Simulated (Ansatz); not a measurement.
# H₄Si₂TeZn: how energies converge with the basis set

The task here is to estimate one member of a computed series from the others.

Computed with Ansatz 0.2.0, Gaussian basis. Level: one geometry, several basis sets.

Plan: PBE0-D4/def2-SVP; ωB97M-V/def2-SVP; PBE0-D4/def2-QZVPP; ωB97M-V/def2-QZVPP; the functionals' def2-TZVPP values are taken from earlier runs.

### The geometry

An earlier PBE0-D4 in a triple-zeta def2 set relaxation fixed the geometry. Te takes the def2 core potential; no spin-orbit term is included.

SMILES `[ZnH][SiH]1[SiH2][Te]1`, 8 atoms, charge 0, spin multiplicity 1.

Atoms are counted from 1 here; the program's logs count them from 0.

Bond lengths: Zn1–Si2 2.348 Å, Zn1–H5 1.549 Å, Si2–Si3 2.284 Å, Si2–Te4 2.557 Å, Si2–H6 1.490 Å, Si3–Te4 2.486 Å, Si3–H7 1.482 Å, Si3–H8 1.483 Å. Angles: Si2–Zn1–H5 175.9°, Zn1–Si2–Si3 119.8°, Zn1–Si2–Te4 106.7°, Zn1–Si2–H6 123.8°, Si3–Si2–Te4 61.5°, Si3–Si2–H6 114.2°, Te4–Si2–H6 111.6°, Si2–Si3–Te4 64.7°, Si2–Si3–H7 120.1°, Si2–Si3–H8 120.6°, Te4–Si3–H7 115.6°, Te4–Si3–H8 116.1°, H7–Si3–H8 111.7°, Si2–Te4–Si3 53.8°.

As a file:

```xyz
8
H4Si2TeZn
Zn   -1.65253    1.74716   -0.47789
Si    0.45392    0.78229   -0.09418
Si    0.59631   -1.37337    0.64657
Te    0.73351   -1.08545   -1.81842
H    -3.06855    2.29245   -0.78739
H     1.70860    1.56837    0.07040
H     1.83409   -1.85327    1.30611
H    -0.60535   -2.07818    1.15481
```

The first run:

in.yaml reads:

```yaml
crystal:
  periodic: [false, false, false]
  atoms:
    - {symbol: Zn, position_ang: [-1.652526, 1.747163, -0.477886]}
    - {symbol: Si, position_ang: [0.453923, 0.782286, -0.094178]}
    - {symbol: Si, position_ang: [0.596314, -1.373366, 0.646567]}
    - {symbol: Te, position_ang: [0.733506, -1.085451, -1.818422]}
    - {symbol: H, position_ang: [-3.068552, 2.292447, -0.787395]}
    - {symbol: H, position_ang: [1.708596, 1.568370, 0.070405]}
    - {symbol: H, position_ang: [1.834088, -1.853267, 1.306107]}
    - {symbol: H, position_ang: [-0.605350, -2.078184, 1.154813]}
basis:
  gaussian: {orbitals: def2-SVP}
hamiltonian: {xc: pbe0, dispersion: d4}
output: {orbitals: {seedname: orbitals}}
```

Command:

```bash
$ ansatz run in.yaml --threads 4 --pin off --events-out ev --progress --plain --max-ram 10444MiB
```

Among the steps run: PBE0-D4 in def2-SVP; ωB97M-V in def2-SVP; PBE0-D4 in def2-QZVPP; ωB97M-V in def2-QZVPP.

One of the session's tables, all rows but one given; the rest of the session is left out.

It belongs to the step «Functionals by basis». 

| functional | basis | HOMO (eV) |
| --- | --- | --- |
| PBE0-D4 | def2-SVP | -6.13 |
| PBE0-D4 | def2-TZVPP | -6.24 |
| PBE0-D4 | def2-QZVPP | -6.25 |
| ωB97M-V | def2-SVP | ? |
| ωB97M-V | def2-TZVPP | -8.18 |
| ωB97M-V | def2-QZVPP | -8.19 |

**Question.** Estimate the row for ωB97M-V, def2-SVP.

The run gave: HOMO (eV): -8.03. In the column «HOMO (eV)» it lies between ωB97M-V, def2-TZVPP (-8.18) and PBE0-D4, def2-QZVPP (-6.25).
